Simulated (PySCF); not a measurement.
# H12P4Pt ([Pt(PH3)4]2+): the cost of one run

Programs: PySCF 2.14.0, with routines of our own; each step states its level. All values are computed. Atoms count from 0.

## 1. The system as given

17 atoms, charge 2, states of the metal's open shell are computed; geometry from: model start, shaken.

## 2. Geometry optimisation at PBE0-D3(BJ)/def2-SVP

The job: settings as JSON, then the geometry in Å.

```
{"job": {"xc": "PBE0", "basis": "def2-SVP", "d3": "d3bj", "grid": 1, "maxiter": 45, "solvent": "water", "kind": "geom"}, "charge": 2, "metal": "Pt", "open_shell": "d8"}
Pt     0.000020     0.004480    -0.004110
P      2.426640    -0.006820    -0.014870
H      3.129330     1.262060    -0.007380
H      3.119120    -0.613630     1.080920
H      3.130010    -0.634940    -1.076010
P     -2.429570    -0.020160    -0.006860
H     -3.156950    -1.261300    -0.027630
H     -3.131960     0.601970     1.079640
H     -3.126080     0.618180    -1.113320
P     -0.008080     2.439270     0.001700
H     -0.022950     3.121260     1.227280
H      1.063440     3.144340    -0.633090
H     -1.076060     3.141700    -0.629730
P     -0.001680    -2.438340     0.000960
H     -0.018380    -3.127290    -1.221580
H      1.052360    -3.115540     0.622770
H     -1.085190    -3.098420     0.632410
```

On the command line:

```
$ OMP_NUM_THREADS=1 python lf_run.py task.json out
```

The driver reads the jobs from task.json and runs them one after another.

**Question.** How long does this first job take on 1 thread of Arm Neoverse V1, shared host, and how much memory does it need?

About 3.9 min, with a peak of 1.4 GiB.
